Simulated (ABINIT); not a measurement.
Runs of ABINIT 10.8.3 (patched build) on Ti3Se. Symmetry: P-6m2, No. 187, hexagonal system. Conventional cell: a = 3.197 Å, b = 3.197 Å, c = 7.943 Å, α = 90.00°, β = 90.00°, γ = 120.00°. Around Se (site symmetry -6m2) lie 6 Ti at 2.58 Å. Ti (site symmetry -6m2) has 12 Ti at 2.85 to 3.20 Å as nearest neighbours. Ti (site symmetry 3m) has 3 Se at 2.58 Å and 3 Ti at 2.85 Å as nearest neighbours. The cell comes from a database or a generator and needn't be the stable form of this composition.

```tsv
task	level	potentials or basis	cell	gap on the mesh (eV)	pressure (GPa)	largest force (eV/Å)
single point	PBEsol	JTH PAW PBE v2.0	as given	none	-4.1	0.07
single point	PBEsol	JTH PAW PBE v2.0	atoms moved at random, drawn with an rms of 0.05 Å	none	-3.5	0.39
band structure	PBEsol	JTH PAW PBE v2.0	as given	none	-4.1	0.07
band structure	LDA	JTH PAW LDA v2.0	as given	none	-7.6	(a)
```

Alike in all rows: no spin polarisation; k mesh 10 × 10 × 4; cutoff (eV) 408; smearing fermi-dirac 0.05 eV.

Fill in the values left out.

(a) 0.09.

Caveats: the PAW data sets were made with another functional, which shifts forces and pressure a little (some runs).

A k mesh can miss the band edges, and the runs leave out spin-orbit coupling on Se.

A gap of «none» marks a metal or a gap under the smearing width.
